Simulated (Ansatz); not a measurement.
# H₂ with CH₂F₂: superposition error and deformation, part 2 of 3

Ansatz 0.2.0, Gaussian basis. The steps go on from the part before.

## Step 12: HSE06-D4/def2-TZVPPD

The inputs:

a/in.yaml

```yaml
crystal:
  periodic: [false, false, false]
  atoms:
    - {symbol: H, position_ang: [0.060111, -0.362019, -3.062494]}
    - {symbol: H, position_ang: [-0.019908, -0.293973, -2.323436]}
basis:
  gaussian: {orbitals: "def2-TZVPPD.json"}
hamiltonian: {xc: hse06, dispersion: d4}
```

b/in.yaml

```yaml
crystal:
  periodic: [false, false, false]
  atoms:
    - {symbol: F, position_ang: [0.502894, -0.947201, 0.537784]}
    - {symbol: C, position_ang: [0.001914, 0.149397, 1.148768]}
    - {symbol: F, position_ang: [-0.707472, 0.859511, 0.243223]}
    - {symbol: H, position_ang: [-0.670074, -0.169941, 1.950059]}
    - {symbol: H, position_ang: [0.832534, 0.764226, 1.505996]}
basis:
  gaussian: {orbitals: "def2-TZVPPD.json"}
hamiltonian: {xc: hse06, dispersion: d4}
```

Each run has its own folder and the same command.

Started as:

```bash
> ansatz run in.yaml --threads 2 --pin off --events-out ev --progress --plain --max-ram 5222MiB
```

Log of a, shortened:

```text
Functional definition: HSE06
  name "HSE06"
  cite "Heyd, Scuseria & Ernzerhof, J. Chem. Phys. 118, 8207 (2003) doi:10.1063/1.1564060"
  cite "Krukau, Vydrov, Izmaylov & Scuseria, J. Chem. Phys. 125, 224106 (2006) doi:10.1063/1.2404663"
  cite "Heyd & Scuseria, J. Chem. Phys. 120, 7274 (2004) doi:10.1063/1.1668634"
  cite "Ernzerhof & Perdew, J. Chem. Phys. 109, 3313 (1998) doi:10.1063/1.476928"
[...]
  # The whole range is PBE's own exchange, as in plane waves. The composition of these papers is wPBEh.
[...]
118 factors; their error is unknown
20 factors; integrals over basis functions are off by at most 3.6e-5 eV
[...]
mean field -31.78229954 eV, -1.1679779652 hartree, gradient 6.1e-5 eV, S^2 0.000000; 0 other end points of the search recorded, 0 dependent functions left out
reference -31.78231942 eV, -1.1679786957 hartree; 1, 1 occupied and 33, 33 virtual orbitals, 118 factors
Total energy: -31.78375251 eV, -1.1680313610 hartree
```

Log of b, shortened:

```text
Functional definition: HSE06
  name "HSE06"
  cite "Heyd, Scuseria & Ernzerhof, J. Chem. Phys. 118, 8207 (2003) doi:10.1063/1.1564060"
  cite "Krukau, Vydrov, Izmaylov & Scuseria, J. Chem. Phys. 125, 224106 (2006) doi:10.1063/1.2404663"
  cite "Heyd & Scuseria, J. Chem. Phys. 120, 7274 (2004) doi:10.1063/1.1668634"
  cite "Ernzerhof & Perdew, J. Chem. Phys. 109, 3313 (1998) doi:10.1063/1.476928"
[...]
686 factors; their error is unknown
58 factors; integrals over basis functions are off by at most 6.1e-6 eV
[...]
mean field -6499.35219572 eV, -238.8467877734 hartree, gradient 8.2e-5 eV, S^2 0.000000; 0 other end points of the search recorded, 0 dependent functions left out
reference -6499.35224149 eV, -238.8467894556 hartree; 13, 13 occupied and 138, 138 virtual orbitals, 686 factors
Total energy: -6499.37908665 eV, -238.8477759972 hartree
```

They took 0.15 s (a), 1.4 s (b) on 2 threads of Arm Neoverse V1, shared host.

## Step 13: CCSD(T)/def2-TZVPPD

The same edit goes into each in.yaml of step 12 (a, b):

```diff
-hamiltonian: {xc: hse06, dispersion: d4}
+correlation: {method: ccsd_t}
```

One command serves all of them, each in its own folder.

Started as:

```bash
> ansatz run in.yaml --threads 2 --pin off --events-out ev --progress --plain --max-ram 5222MiB
```

Log of a, shortened:

```text
Functional definition: HF
  name "HF"
  cite "Fock, Z. Phys. 61, 126 (1930) doi:10.1007/BF01340294"
  parent pbe
[...]
170 factors; integrals over basis functions are off by at most 1.0e-3 eV
[...]
mean field -30.82918069 eV, -1.1329514936 hartree, gradient 2.3e-7 eV, S^2 0.000000; 0 other end points of the search recorded, 0 dependent functions left out
reference -30.82918069 eV, -1.1329514936 hartree; 1, 1 occupied and 33, 33 virtual orbitals, 170 factors
second order -0.86440676 eV of doubles, -0.00000000 eV of singles
cycle   1  -1.00907923 eV  change   -1.4e-1 eV  update   2.6e-2
[...]
cycle   7  -1.07510656 eV  change   -1.3e-6 eV  update   5.7e-7
perturbative correction -0.00000000 eV, -0.0000000000 hartree
Total energy: -31.90428725 eV, -1.1724609311 hartree
```

Output in b, shortened:

```text
Functional definition: HF
  name "HF"
  cite "Fock, Z. Phys. 61, 126 (1930) doi:10.1007/BF01340294"
  parent pbe
[...]
931 factors; integrals over basis functions are off by at most 7.4e-4 eV
[...]
mean field -6476.57691716 eV, -238.0098117240 hartree, gradient 1.2e-6 eV, S^2 0.000000; 0 other end points of the search recorded, 0 dependent functions left out
3 core orbitals not correlated: weight in the atoms' cores, before any rotation towards them, 1.000 or more for the frozen orbitals, at most 0.000 for the correlated occupied ones
reference -6476.57691716 eV, -238.0098117240 hartree; 10, 10 occupied and 138, 138 virtual orbitals, 931 factors
second order -18.33197119 eV of doubles, -0.00000000 eV of singles
cycle   1  -18.20096478 eV  change    1.3e-1 eV  update   8.4e-2
[...]
cycle   9  -18.64777234 eV  change   -4.2e-6 eV  update   1.1e-5
perturbative correction -0.57298163 eV, -0.0210566864 hartree
Total energy: -6495.79767112 eV, -238.7161614039 hartree
```

Wall times: 0.1 s (a), 17 s (b) on 2 threads of Arm Neoverse V1, shared host; peak memory 1.1 GiB.

## Step 14: Relaxing H₂ alone

relax-a/in.yaml

```yaml
crystal:
  periodic: [false, false, false]
  atoms:
    - {symbol: H, position_ang: [0.060111, -0.362019, -3.062494]}
    - {symbol: H, position_ang: [-0.019908, -0.293973, -2.323436]}
basis:
  gaussian: {orbitals: def2-TZVP}
hamiltonian: {xc: pbe0, dispersion: d4}
relax: {f_tol: 0.005, max_steps: 200}
```

Started as:

```bash
> ansatz run in.yaml --threads 2 --pin off --events-out ev --progress --plain --max-ram 5222MiB
```

What it wrote, shortened:

```text
Functional definition: PBE0
  name "PBE0"
  cite "Adamo & Barone, J. Chem. Phys. 110, 6158 (1999) doi:10.1063/1.478522"
  cite "Perdew, Burke & Ernzerhof, Phys. Rev. Lett. 77, 3865 (1996) doi:10.1103/PhysRevLett.77.3865"
  parent pbe
[...]
88 factors; their error is unknown
[...]
mean field -31.78865019 eV, -1.1682113473 hartree, gradient 1.7e-5 eV, S^2 0.000000; 0 other end points of the search recorded, 0 dependent functions left out
[...]
reference -31.78866862 eV, -1.1682120245 hartree; 1, 1 occupied and 11, 11 virtual orbitals, 88 factors
Total energy: -31.79027516 eV, -1.1682710639 hartree
Atom 0 at     0.060092    -0.362003    -3.062316 Å, force    -0.000037     0.000031     0.000340 eV/Å
Atom 1 at    -0.019889    -0.293989    -2.323614 Å, force     0.000037    -0.000031    -0.000340 eV/Å
Dipole moment:     0.000000    -0.000000    -0.000000 e Å
```

Run time: 0.15 s. Hardware: 2 threads of Arm Neoverse V1, shared host.

Along the way:

```csv
step,energy from step 1 (eV),largest force component (eV/Å)
1,0.0000,0.0132
2,0.0000,0.0003
```

The bond:

```csv
bond,before (Å),after (Å),change (Å)
H1–H2,0.746,0.746,-0.000
```

## Step 15: Relaxing CH₂F₂ alone

relax-b/in.yaml

```yaml
crystal:
  periodic: [false, false, false]
  atoms:
    - {symbol: F, position_ang: [0.502894, -0.947201, 0.537784]}
    - {symbol: C, position_ang: [0.001914, 0.149397, 1.148768]}
    - {symbol: F, position_ang: [-0.707472, 0.859511, 0.243223]}
    - {symbol: H, position_ang: [-0.670074, -0.169941, 1.950059]}
    - {symbol: H, position_ang: [0.832534, 0.764226, 1.505996]}
basis:
  gaussian: {orbitals: def2-TZVP}
hamiltonian: {xc: pbe0, dispersion: d4}
relax: {f_tol: 0.005, max_steps: 200}
```

Started as:

```bash
> ansatz run in.yaml --threads 2 --pin off --events-out ev --progress --plain --max-ram 5222MiB
```

What it wrote, shortened:

```text
Functional definition: PBE0
  name "PBE0"
  cite "Adamo & Barone, J. Chem. Phys. 110, 6158 (1999) doi:10.1063/1.478522"
  cite "Perdew, Burke & Ernzerhof, Phys. Rev. Lett. 77, 3865 (1996) doi:10.1103/PhysRevLett.77.3865"
  parent pbe
[...]
580 factors; their error is unknown
[...]
mean field -6499.55953283 eV, -238.8544072716 hartree, gradient 6.2e-6 eV, S^2 0.000000; 0 other end points of the search recorded, 0 dependent functions left out
[...]
Atom 1 at     0.001705     0.149308     1.148220 Å, force    -0.000020     0.000157     0.000113 eV/Å
Atom 2 at    -0.707510     0.859925     0.243643 Å, force    -0.000302     0.000366    -0.000224 eV/Å
Atom 3 at    -0.669967    -0.169945     1.949908 Å, force    -0.000289    -0.000189     0.000202 eV/Å
Atom 4 at     0.832364     0.764066     1.505775 Å, force     0.000331     0.000223     0.000035 eV/Å
Dipole moment:     0.050951     0.094690     0.371486 e Å
```

Wall time 3.8 s (2 threads of Arm Neoverse V1, shared host).

The steps of the relaxation:

```csv
step,energy from step 1 (eV),largest force component (eV/Å)
1,0.0000,0.0332
2,0.0000,0.0132
3,0.0000,0.0006
```

Distances of close pairs at the start and the end, largest changes first:

```csv
bond,before (Å),after (Å),change (Å)
C2–F3,1.352,1.351,-0.000
F1–C2,1.352,1.351,-0.000
C2–H5,1.093,1.094,+0.000
C2–H4,1.093,1.094,+0.000
```

## Step 16: PBE-D4/def2-TZVPPD

free-a/in.yaml

```yaml
crystal:
  periodic: [false, false, false]
  atoms:
    - {symbol: H, position_ang: [0.060092, -0.362003, -3.062316]}
    - {symbol: H, position_ang: [-0.019889, -0.293989, -2.323614]}
basis:
  gaussian: {orbitals: "def2-TZVPPD.json"}
hamiltonian: {xc: pbe, dispersion: d4}
```

free-b/in.yaml

```yaml
crystal:
  periodic: [false, false, false]
  atoms:
    - {symbol: F, position_ang: [0.503204, -0.947362, 0.538284]}
    - {symbol: C, position_ang: [0.001705, 0.149308, 1.148220]}
    - {symbol: F, position_ang: [-0.707510, 0.859925, 0.243643]}
    - {symbol: H, position_ang: [-0.669967, -0.169945, 1.949908]}
    - {symbol: H, position_ang: [0.832364, 0.764066, 1.505775]}
basis:
  gaussian: {orbitals: "def2-TZVPPD.json"}
hamiltonian: {xc: pbe, dispersion: d4}
```

The same command starts each run, in its folder.

Started as:

```bash
> ansatz run in.yaml --threads 2 --pin off --events-out ev --progress --plain --max-ram 5222MiB
```

Log of free-a, shortened:

```text
Functional definition: PBE
  name "PBE"
  cite "Perdew, Burke & Ernzerhof, Phys. Rev. Lett. 77, 3865 (1996) doi:10.1103/PhysRevLett.77.3865"
  parent pbe
[...]
118 factors; their error is unknown
[...]
mean field -31.73229631 eV, -1.1661403806 hartree, gradient 1.3e-5 eV, S^2 0.000000; 0 other end points of the search recorded, 0 dependent functions left out
reference -31.73231721 eV, -1.1661411485 hartree; 1, 1 occupied and 33, 33 virtual orbitals, 118 factors
Total energy: -31.73433642 eV, -1.1662153531 hartree
```

Log of free-b, shortened:

```text
Functional definition: PBE
  name "PBE"
  cite "Perdew, Burke & Ernzerhof, Phys. Rev. Lett. 77, 3865 (1996) doi:10.1103/PhysRevLett.77.3865"
  parent pbe
[...]
686 factors; their error is unknown
[...]
mean field -6499.55630885 eV, -238.8542887926 hartree, gradient 6.0e-6 eV, S^2 0.000000; 0 other end points of the search recorded, 0 dependent functions left out
reference -6499.55635662 eV, -238.8542905484 hartree; 13, 13 occupied and 138, 138 virtual orbitals, 686 factors
Total energy: -6499.59301236 eV, -238.8556376218 hartree
```

Wall times: 0.1 s (free-a), 1.1 s (free-b) on 2 threads of Arm Neoverse V1, shared host.

## Step 17: r2SCAN-D4/def2-TZVPPD

Each input of step 16 (free-a, free-b) changes in the same lines:

```diff
-hamiltonian: {xc: pbe, dispersion: d4}
+hamiltonian: {xc: r2scan, dispersion: d4}
```

Each run has its own folder and the same command.

Started as:

```bash
> ansatz run in.yaml --threads 2 --pin off --events-out ev --progress --plain --max-ram 5222MiB
```

free-a printed, shortened:

```text
Functional definition: r2SCAN
  name "r2SCAN"
  cite "Furness, Kaplan, Ning, Perdew & Sun, J. Phys. Chem. Lett. 11, 8208 (2020) doi:10.1021/acs.jpclett.0c02405"
  cite "Furness, Kaplan, Ning, Perdew & Sun, J. Phys. Chem. Lett. 11, 9248 (2020) doi:10.1021/acs.jpclett.0c03077"
  parent r2scan
[...]
118 factors; their error is unknown
[...]
mean field -31.87258189 eV, -1.1712957805 hartree, gradient 8.3e-5 eV, S^2 0.000000; 0 other end points of the search recorded, 0 dependent functions left out
reference -31.87258823 eV, -1.1712960136 hartree; 1, 1 occupied and 33, 33 virtual orbitals, 118 factors
Total energy: -31.87308961 eV, -1.1713144389 hartree
```

free-b printed, shortened:

```text
Functional definition: r2SCAN
  name "r2SCAN"
  cite "Furness, Kaplan, Ning, Perdew & Sun, J. Phys. Chem. Lett. 11, 8208 (2020) doi:10.1021/acs.jpclett.0c02405"
  cite "Furness, Kaplan, Ning, Perdew & Sun, J. Phys. Chem. Lett. 11, 9248 (2020) doi:10.1021/acs.jpclett.0c03077"
  parent r2scan
[...]
686 factors; their error is unknown
[...]
mean field -6503.17773690 eV, -238.9873738190 hartree, gradient 7.8e-6 eV, S^2 0.000000; 0 other end points of the search recorded, 0 dependent functions left out
reference -6503.17775312 eV, -238.9873744148 hartree; 13, 13 occupied and 138, 138 virtual orbitals, 686 factors
Total energy: -6503.18636135 eV, -238.9876907614 hartree
```

They took 0.35 s (free-a), 2.1 s (free-b) on 2 threads of Arm Neoverse V1, shared host.

## Step 18: PBE0-D4/def2-TZVPPD

The same edit goes into each in.yaml of step 17 (free-a, free-b):

```diff
-hamiltonian: {xc: r2scan, dispersion: d4}
+hamiltonian: {xc: pbe0, dispersion: d4}
+output: {orbitals: {seedname: orbitals}}
```

One command serves all of them, each in its own folder.

Started as:

```bash
> ansatz run in.yaml --threads 2 --pin off --events-out ev --progress --plain --max-ram 5222MiB
```

free-a printed, shortened:

```text
Functional definition: PBE0
  name "PBE0"
  cite "Adamo & Barone, J. Chem. Phys. 110, 6158 (1999) doi:10.1063/1.478522"
  cite "Perdew, Burke & Ernzerhof, Phys. Rev. Lett. 77, 3865 (1996) doi:10.1103/PhysRevLett.77.3865"
  parent pbe
[...]
118 factors; their error is unknown
[...]
mean field -31.79644058 eV, -1.1684976389 hartree, gradient 8.9e-5 eV, S^2 0.000000; 0 other end points of the search recorded, 0 dependent functions left out
reference -31.79645552 eV, -1.1684981878 hartree; 1, 1 occupied and 33, 33 virtual orbitals, 118 factors
Total energy: -31.79806206 eV, -1.1685572271 hartree
```

free-b printed, shortened:

```text
Functional definition: PBE0
  name "PBE0"
  cite "Adamo & Barone, J. Chem. Phys. 110, 6158 (1999) doi:10.1063/1.478522"
  cite "Perdew, Burke & Ernzerhof, Phys. Rev. Lett. 77, 3865 (1996) doi:10.1103/PhysRevLett.77.3865"
  parent pbe
[...]
686 factors; their error is unknown
[...]
mean field -6499.62866800 eV, -238.8569479423 hartree, gradient 1.1e-5 eV, S^2 0.000000; 0 other end points of the search recorded, 0 dependent functions left out
reference -6499.62870264 eV, -238.8569492155 hartree; 13, 13 occupied and 138, 138 virtual orbitals, 686 factors
Total energy: -6499.65832867 eV, -238.8580379521 hartree
```

They took 0.1 s (free-a), 1.3 s (free-b) on 2 threads of Arm Neoverse V1, shared host.

## Step 19: B3LYP-D4/def2-TZVPPD

The same edit goes into each in.yaml of step 18 (free-a, free-b):

```diff
-hamiltonian: {xc: pbe0, dispersion: d4}
-output: {orbitals: {seedname: orbitals}}
+hamiltonian: {xc: {name: B3LYP}, dispersion: d4}
```

One command serves all of them, each in its own folder.

Started as:

```bash
> ansatz run in.yaml --threads 2 --pin off --events-out ev --progress --plain --max-ram 5222MiB
```

Output in free-a, shortened:

```text
Functional definition: B3LYP
  name "B3LYP"
  cite "Stephens, Devlin, Chabalowski & Frisch, J. Phys. Chem. 98, 11623 (1994) doi:10.1021/j100096a001"
  cite "Becke, Phys. Rev. A 38, 3098 (1988) doi:10.1103/PhysRevA.38.3098"
  cite "Lee, Yang & Parr, Phys. Rev. B 37, 785 (1988) doi:10.1103/PhysRevB.37.785"
  cite "Vosko, Wilk & Nusair, Can. J. Phys. 58, 1200 (1980) doi:10.1139/p80-159"
[...]
118 factors; their error is unknown
[...]
mean field -32.10969753 eV, -1.1800096194 hartree, gradient 5.9e-5 eV, S^2 0.000000; 0 other end points of the search recorded, 0 dependent functions left out
reference -32.10983084 eV, -1.1800145184 hartree; 1, 1 occupied and 33, 33 virtual orbitals, 118 factors
Total energy: -32.11298190 eV, -1.1801303179 hartree
```

free-b printed, shortened:

```text
Functional definition: B3LYP
  name "B3LYP"
  cite "Stephens, Devlin, Chabalowski & Frisch, J. Phys. Chem. 98, 11623 (1994) doi:10.1021/j100096a001"
  cite "Becke, Phys. Rev. A 38, 3098 (1988) doi:10.1103/PhysRevA.38.3098"
  cite "Lee, Yang & Parr, Phys. Rev. B 37, 785 (1988) doi:10.1103/PhysRevB.37.785"
  cite "Vosko, Wilk & Nusair, Can. J. Phys. 58, 1200 (1980) doi:10.1139/p80-159"
[...]
686 factors; their error is unknown
[...]
mean field -6506.19841061 eV, -239.0983815302 hartree, gradient 7.3e-6 eV, S^2 0.000000; 0 other end points of the search recorded, 0 dependent functions left out
reference -6506.19863989 eV, -239.0983899561 hartree; 13, 13 occupied and 138, 138 virtual orbitals, 686 factors
Total energy: -6506.25736857 eV, -239.1005481955 hartree
```

They took 0.1 s (free-a), 1.6 s (free-b) on 2 threads of Arm Neoverse V1, shared host.

## Step 20: wB97X-V/def2-TZVPPD

The same edit goes into each in.yaml of step 19 (free-a, free-b):

```diff
-hamiltonian: {xc: {name: B3LYP}, dispersion: d4}
+hamiltonian: {xc: {name: wB97X-V}}
```

The same command starts each run, in its folder.

Started as:

```bash
> ansatz run in.yaml --threads 2 --pin off --events-out ev --progress --plain --max-ram 5222MiB
```

Output in free-a, shortened:

```text
Functional definition: wB97X-V
  name "wB97X-V"
  cite "Mardirossian & Head-Gordon, Phys. Chem. Chem. Phys. 16, 9904 (2014) doi:10.1039/C3CP54374A"
  cite "Becke, J. Chem. Phys. 107, 8554 (1997) doi:10.1063/1.475007"
  cite "Vydrov & Van Voorhis, J. Chem. Phys. 133, 244103 (2010) doi:10.1063/1.3521275"
[...]
      + integral(e_c_pw_opposite_spin*poly(b97_u_opposite, cos0, cos1)) + vv10(b, c)
118 factors; their error is unknown
52 factors; integrals over basis functions are off by at most 1.4e-5 eV
[...]
mean field -31.90915970 eV, -1.1726399902 hartree, gradient 4.2e-6 eV, S^2 0.000000; 0 other end points of the search recorded, 0 dependent functions left out
reference -31.90915873 eV, -1.1726399544 hartree; 1, 1 occupied and 33, 33 virtual orbitals, 118 factors
Total energy: -31.90915873 eV, -1.1726399544 hartree
```

Output in free-b, shortened:

```text
Functional definition: wB97X-V
  name "wB97X-V"
  cite "Mardirossian & Head-Gordon, Phys. Chem. Chem. Phys. 16, 9904 (2014) doi:10.1039/C3CP54374A"
  cite "Becke, J. Chem. Phys. 107, 8554 (1997) doi:10.1063/1.475007"
  cite "Vydrov & Van Voorhis, J. Chem. Phys. 133, 244103 (2010) doi:10.1063/1.3521275"
[...]
      + integral(e_c_pw_opposite_spin*poly(b97_u_opposite, cos0, cos1)) + vv10(b, c)
686 factors; their error is unknown
203 factors; integrals over basis functions are off by at most 2.0e-5 eV
[...]
mean field -6503.94236503 eV, -239.0154733842 hartree, gradient 2.9e-5 eV, S^2 0.000000; 0 other end points of the search recorded, 0 dependent functions left out
reference -6503.94236278 eV, -239.0154733017 hartree; 13, 13 occupied and 138, 138 virtual orbitals, 686 factors
Total energy: -6503.94236278 eV, -239.0154733017 hartree
```

Times: 0.25 s (free-a), 3.7 s (free-b) on 2 threads of Arm Neoverse V1, shared host.

## Step 21: wB97M-V/def2-TZVPPD

Each input of step 20 (free-a, free-b) changes in the same lines:

```diff
-hamiltonian: {xc: {name: wB97X-V}}
+hamiltonian: {xc: {name: wB97M-V}}
```

Each run has its own folder and the same command.

Started as:

```bash
> ansatz run in.yaml --threads 2 --pin off --events-out ev --progress --plain --max-ram 5222MiB
```

Output in free-a, shortened:

```text
Functional definition: wB97M-V
  name "wB97M-V"
  cite "Mardirossian & Head-Gordon, J. Chem. Phys. 144, 214110 (2016) doi:10.1063/1.4952647"
  cite "Becke, J. Chem. Phys. 107, 8554 (1997) doi:10.1063/1.475007"
  cite "Vydrov & Van Voorhis, J. Chem. Phys. 133, 244103 (2010) doi:10.1063/1.3521275"
  # Of w^i u^j: cxij and so on, Table III.
[...]
  gx(w, u) = 1 - cx + cx01*u + cx10*w
[...]
      + integral(e_c_pw_mod_opposite_spin*gos(b97_w_opposite, b97_u_opposite)) + vv10(b, c)
118 factors; their error is unknown
52 factors; integrals over basis functions are off by at most 1.4e-5 eV
[...]
mean field -31.60199189 eV, -1.1613517814 hartree, gradient 2.1e-5 eV, S^2 0.000000; 0 other end points of the search recorded, 0 dependent functions left out
reference -31.60201537 eV, -1.1613526442 hartree; 1, 1 occupied and 33, 33 virtual orbitals, 118 factors
Total energy: -31.60201537 eV, -1.1613526442 hartree
```

Output in free-b, shortened:

```text
Functional definition: wB97M-V
  name "wB97M-V"
  cite "Mardirossian & Head-Gordon, J. Chem. Phys. 144, 214110 (2016) doi:10.1063/1.4952647"
  cite "Becke, J. Chem. Phys. 107, 8554 (1997) doi:10.1063/1.475007"
  cite "Vydrov & Van Voorhis, J. Chem. Phys. 133, 244103 (2010) doi:10.1063/1.3521275"
  # Of w^i u^j: cxij and so on, Table III.
[...]
  gx(w, u) = 1 - cx + cx01*u + cx10*w
[...]
      + integral(e_c_pw_mod_opposite_spin*gos(b97_w_opposite, b97_u_opposite)) + vv10(b, c)
686 factors; their error is unknown
203 factors; integrals over basis functions are off by at most 2.0e-5 eV
[...]
mean field -6504.21090197 eV, -239.0253419348 hartree, gradient 8.9e-6 eV, S^2 0.000000; 0 other end points of the search recorded, 0 dependent functions left out
reference -6504.21095785 eV, -239.0253439886 hartree; 13, 13 occupied and 138, 138 virtual orbitals, 686 factors
Total energy: -6504.21095785 eV, -239.0253439886 hartree
```

They took 0.25 s (free-a), 4 s (free-b) on 2 threads of Arm Neoverse V1, shared host.

(Part 2 of 3 ends here.)
